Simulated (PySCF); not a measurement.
# Si³⁺: dipole response in dyall-av2z

How polarisable is Si³⁺ at the levels listed below?

Program: PySCF 2.14.0. Level of theory: unrestricted determinants in a Gaussian basis, no spin-orbit coupling in the energies. These are calculated values, not measurements, unless marked.

### 1 Starting point

```
Element     : silicon (Z = 14)
Basis       : dyall-av2z (13s9p2d, 50 functions)
Hamiltonian : no relativity, point nucleus
State 1     : Si³⁺: [Ne] 3s1, 2S determinant
Methods     : UHF, PBE, PBE0, B3LYP, wB97X-V
```

The outer shells:

Si3+ [Ne] 3s1
```
[Ne] core
3s [↑ ]
```

The runs were made by one driver on top of PySCF. The scripts below sum up each run's settings (the driver also hands on starting orbitals that pick excited configurations, and frozen orbitals as a list rather than a count), and the logs come from the driver's own runs. The driver starts from symmetry-adapted Hartree-Fock orbitals, holds the occupation by maximum overlap and uses a logarithmic radial grid for functionals, so a plain start would take other cycles.

The integrals over 50 functions and the set-up took 0.17 s of CPU time.

### 2 Si³⁺

Level: UHF.

Contents of input.py:

```python
from pyscf import gto, scf, dft, mp, cc
import basis_set_exchange as bse
mol = gto.M(atom="Si 0 0 0", charge=3, spin=1, symmetry="D2h",
            basis=gto.basis.parse(bse.get_basis("dyall-av2z", elements=["Si"], fmt="nwchem")))
mf = scf.UHF(mol)
mf.irrep_nelec = {'Ag': (3, 2), 'B1u': (1, 1), 'B2u': (1, 1), 'B3u': (1, 1)}
mf.kernel()
```

Output:

```text
damping factor = 0
level_shift factor = 0
DIIS = <class 'pyscf.scf.diis.CDIIS'>
diis_start_cycle = 1
diis_space = 10
diis_damp = 0
SCF conv_tol = 1e-09
SCF conv_tol_grad = None
number electrons alpha = 6  beta = 5
cycle= 1 E= -286.815062312092  delta_E= -7.88e-11  |g|= 3.42e-06  |ddm|= 3.03e-05
converged SCF energy = -286.815062312092  <S^2> = 0.75003522  2S+1 = 2.0000352
```

It used 0.75 s of CPU time after the integrals (shared host).

Orbital energies by shell (radii are means over both spins):

| shell | electrons | mean orbital energy (eV) | spread (eV) | rms radius (bohr) |
| --- | --- | --- | --- | --- |
| 1s α | 1 | -1910.3 | 0 | 0.129 |
| 1s β | 1 | -1909.8 | 0 | 0.129 |
| 2s α | 1 | -204.17 | 0 | 0.613 |
| 2s β | 1 | -203.17 | 0 | 0.613 |
| 2p α | 3 | -152.29 | 0 | 0.596 |
| 2p β | 3 | -151.90 | 0 | 0.596 |
| 3s α | 1 | -44.659 | 0 | 2.00 |

⟨S²⟩ = 0.750, ⟨L²⟩ = 0.00.

The driver then solved the coupled dipole response at imaginary frequencies: mean α = 7.905 bohr³, C₆ = 15.35 au for a like pair.

Level: PBE.

input.py, as changed from the run before:

```diff
@@ -4,3 +4,3 @@
             basis=gto.basis.parse(bse.get_basis("dyall-av2z", elements=["Si"], fmt="nwchem")))
-mf = scf.UHF(mol)
+mf = dft.UKS(mol, xc="PBE")
 mf.irrep_nelec = {'Ag': (3, 2), 'B1u': (1, 1), 'B2u': (1, 1), 'B3u': (1, 1)}
```

Output:

```text
damping factor = 0
level_shift factor = 0
DIIS = <class 'pyscf.scf.diis.CDIIS'>
diis_start_cycle = 1
diis_space = 10
diis_damp = 0
SCF conv_tol = 1e-09
SCF conv_tol_grad = None
number electrons alpha = 6  beta = 5
XC functionals = PBE
    J. P. Perdew, K. Burke, and M. Ernzerhof.,  Phys. Rev. Lett. 77, 3865 (1996)
    J. P. Perdew, K. Burke, and M. Ernzerhof.,  Phys. Rev. Lett. 78, 1396 (1997)
    J. P. Perdew, K. Burke, and M. Ernzerhof.,  Phys. Rev. Lett. 77, 3865 (1996)
    J. P. Perdew, K. Burke, and M. Ernzerhof.,  Phys. Rev. Lett. 78, 1396 (1997)
cycle= 1 E= -287.095603332304  delta_E= -0.00703  |g|= 0.0181  |ddm|= 0.0824
cycle= 2 E= -287.095627397698  delta_E= -2.41e-05  |g|= 0.0102  |ddm|= 0.00951
cycle= 3 E= -287.095635789392  delta_E= -8.39e-06  |g|= 0.00019  |ddm|= 0.00209
cycle= 4 E= -287.095635790466  delta_E= -1.07e-09  |g|= 1.73e-05  |ddm|= 6.87e-05
cycle= 5 E= -287.095635790494  delta_E= -2.78e-11  |g|= 4.99e-07  |ddm|= 4.59e-06
converged SCF energy = -287.095635790494  <S^2> = 0.75002311  2S+1 = 2.0000231
```

CPU time 1.2 s on a shared host, the integrals not counted.

The driver then solved the coupled dipole response at imaginary frequencies: mean α = 7.094 bohr³, C₆ = 12.99 au for a like pair.

Level: PBE0.

input.py, as changed from the run before:

```diff
@@ -4,3 +4,3 @@
             basis=gto.basis.parse(bse.get_basis("dyall-av2z", elements=["Si"], fmt="nwchem")))
-mf = dft.UKS(mol, xc="PBE")
+mf = dft.UKS(mol, xc="PBE0")
 mf.irrep_nelec = {'Ag': (3, 2), 'B1u': (1, 1), 'B2u': (1, 1), 'B3u': (1, 1)}
```

Output:

```text
damping factor = 0
level_shift factor = 0
DIIS = <class 'pyscf.scf.diis.CDIIS'>
diis_start_cycle = 1
diis_space = 10
diis_damp = 0
SCF conv_tol = 1e-09
SCF conv_tol_grad = None
number electrons alpha = 6  beta = 5
XC functionals = PBE0
    C. Adamo and V. Barone.,  J. Chem. Phys. 110, 6158 (1999)
    M. Ernzerhof and G. E. Scuseria.,  J. Chem. Phys. 110, 5029 (1999)
cycle= 1 E= -287.124336980713  delta_E= -0.00368  |g|= 0.0106  |ddm|= 0.0631
cycle= 2 E= -287.124345632691  delta_E= -8.65e-06  |g|= 0.00385  |ddm|= 0.0094
cycle= 3 E= -287.124346772706  delta_E= -1.14e-06  |g|= 0.000458  |ddm|= 0.000644
cycle= 4 E= -287.124346787855  delta_E= -1.51e-08  |g|= 1.37e-05  |ddm|= 0.000228
cycle= 5 E= -287.12434678788  delta_E= -2.46e-11  |g|= 6.93e-07  |ddm|= 1.92e-05
converged SCF energy = -287.12434678788  <S^2> = 0.75002008  2S+1 = 2.0000201
```

CPU time 1.6 s on a shared host, the integrals not counted.

The driver then solved the coupled dipole response at imaginary frequencies: mean α = 7.342 bohr³, C₆ = 13.69 au for a like pair.

Level: B3LYP.

input.py, as changed from the run before:

```diff
@@ -4,3 +4,3 @@
             basis=gto.basis.parse(bse.get_basis("dyall-av2z", elements=["Si"], fmt="nwchem")))
-mf = dft.UKS(mol, xc="PBE0")
+mf = dft.UKS(mol, xc="B3LYP")
 mf.irrep_nelec = {'Ag': (3, 2), 'B1u': (1, 1), 'B2u': (1, 1), 'B3u': (1, 1)}
```

Output:

```text
damping factor = 0
level_shift factor = 0
DIIS = <class 'pyscf.scf.diis.CDIIS'>
diis_start_cycle = 1
diis_space = 10
diis_damp = 0
SCF conv_tol = 1e-09
SCF conv_tol_grad = None
number electrons alpha = 6  beta = 5
XC functionals = B3LYP
    P. J. Stephens, F. J. Devlin, C. F. Chabalowski, and M. J. Frisch.,  J. Phys. Chem. 98, 11623 (1994)
cycle= 1 E= -287.262037671483  delta_E= -0.006  |g|= 0.00987  |ddm|= 0.0965
cycle= 2 E= -287.262045219269  delta_E= -7.55e-06  |g|= 0.00289  |ddm|= 0.0111
cycle= 3 E= -287.262045870578  delta_E= -6.51e-07  |g|= 0.00079  |ddm|= 0.000601
cycle= 4 E= -287.262045915223  delta_E= -4.46e-08  |g|= 1.31e-05  |ddm|= 0.000213
cycle= 5 E= -287.262045915246  delta_E= -2.26e-11  |g|= 3.05e-07  |ddm|= 2e-05
converged SCF energy = -287.262045915246  <S^2> = 0.75000812  2S+1 = 2.0000081
```

CPU time 1.7 s on a shared host, the integrals not counted.

The driver then solved the coupled dipole response at imaginary frequencies: mean α = 6.783 bohr³, C₆ = 12.15 au for a like pair.

Level: wB97X-V.

input.py, as changed from the run before:

```diff
@@ -4,3 +4,3 @@
             basis=gto.basis.parse(bse.get_basis("dyall-av2z", elements=["Si"], fmt="nwchem")))
-mf = dft.UKS(mol, xc="B3LYP")
+mf = dft.UKS(mol, xc="WB97X_V")
 mf.irrep_nelec = {'Ag': (3, 2), 'B1u': (1, 1), 'B2u': (1, 1), 'B3u': (1, 1)}
```

Output:

```text
damping factor = 0
level_shift factor = 0
DIIS = <class 'pyscf.scf.diis.CDIIS'>
diis_start_cycle = 1
diis_space = 10
diis_damp = 0
SCF conv_tol = 1e-09
SCF conv_tol_grad = None
number electrons alpha = 6  beta = 5
XC functionals = WB97X_V
    N. Mardirossian and M. Head-Gordon.,  Phys. Chem. Chem. Phys. 16, 9904-9924 (2014)
NLC functional = WB97X_V
cycle= 1 E= -287.2052563097  delta_E= -0.00366  |g|= 0.0119  |ddm|= 0.0443
cycle= 2 E= -287.2052702213  delta_E= -1.39e-05  |g|= 0.00288  |ddm|= 0.0107
cycle= 3 E= -287.205270987721  delta_E= -7.66e-07  |g|= 0.000718  |ddm|= 0.00182
cycle= 4 E= -287.205271039472  delta_E= -5.18e-08  |g|= 3.69e-05  |ddm|= 0.000689
cycle= 5 E= -287.205271040669  delta_E= -1.2e-09  |g|= 3.67e-06  |ddm|= 0.000199
cycle= 6 E= -287.205271040678  delta_E= -9.21e-12  |g|= 1.25e-07  |ddm|= 1.73e-05
converged SCF energy = -287.205271040678  <S^2> = 0.75001892  2S+1 = 2.0000189
```

CPU time 3 s on a shared host, the integrals not counted.

The driver then solved the coupled dipole response at imaginary frequencies: mean α = 7.480 bohr³, C₆ = 14.07 au for a like pair.

Radial density 4πr²ρ of Si³⁺ at UHF:

| r (bohr) | density | spin density |
| --- | --- | --- |
| 0.00236 | 0.116 | 0.000 |
| 0.00397 | 0.313 | 0.001 |
| 0.00668 | 0.821 | 0.003 |
| 0.0112 | 2.04 | 0.007 |
| 0.0189 | 4.67 | 0.017 |
| 0.0318 | 9.24 | 0.032 |
| 0.0535 | 14.4 | 0.044 |
| 0.0900 | 15.4 | 0.028 |
| 0.151 | 10.8 | -0.002 |
| 0.255 | 10.8 | 0.077 |
| 0.428 | 14.2 | 0.140 |
| 0.720 | 7.25 | -0.010 |
| 1.21 | 1.26 | 0.430 |
| 2.04 | 0.568 | 0.560 |
| 3.43 | 0.0515 | 0.051 |
| 5.76 | 0.000199 | 0.000 |

### 3 Polarisabilities and C₆

Si³⁺, in atomic units:

| method | mean α | C₆ (like pair) | S(−4) |
| --- | --- | --- | --- |
| UHF | 7.905 | 15.35 | 75.63 |
| PBE | 7.094 | 12.99 | 61.86 |
| PBE0 | 7.342 | 13.69 | 66.03 |
| B3LYP | 6.783 | 12.15 | 56.59 |
| wB97X-V | 7.480 | 14.07 | 68.59 |

α(iu) at wB97X-V:

| u (hartree) | α(iu) (bohr³) |
| --- | --- |
| 0 | 7.480 |
| 0.0500 | 7.313 |
| 0.100 | 6.853 |
| 0.200 | 5.480 |
| 0.300 | 4.118 |
| 0.500 | 2.317 |
| 0.750 | 1.275 |
| 1.00 | 0.8009 |
| 1.50 | 0.4097 |
| 2.00 | 0.2573 |
| 3.00 | 0.1374 |
| 5.00 | 0.06396 |

### 4 Results

```
 quantity                               value
α of Si³⁺  6.783 (B3LYP) to 7.905 (UHF) bohr³
```

In words: A single London oscillator with the computed α and C₆ of Si³⁺ at UHF would have ω = 4 C₆ / (3 α²) = 0.328 hartree. All values hold for this basis alone; no basis-set limit was taken.
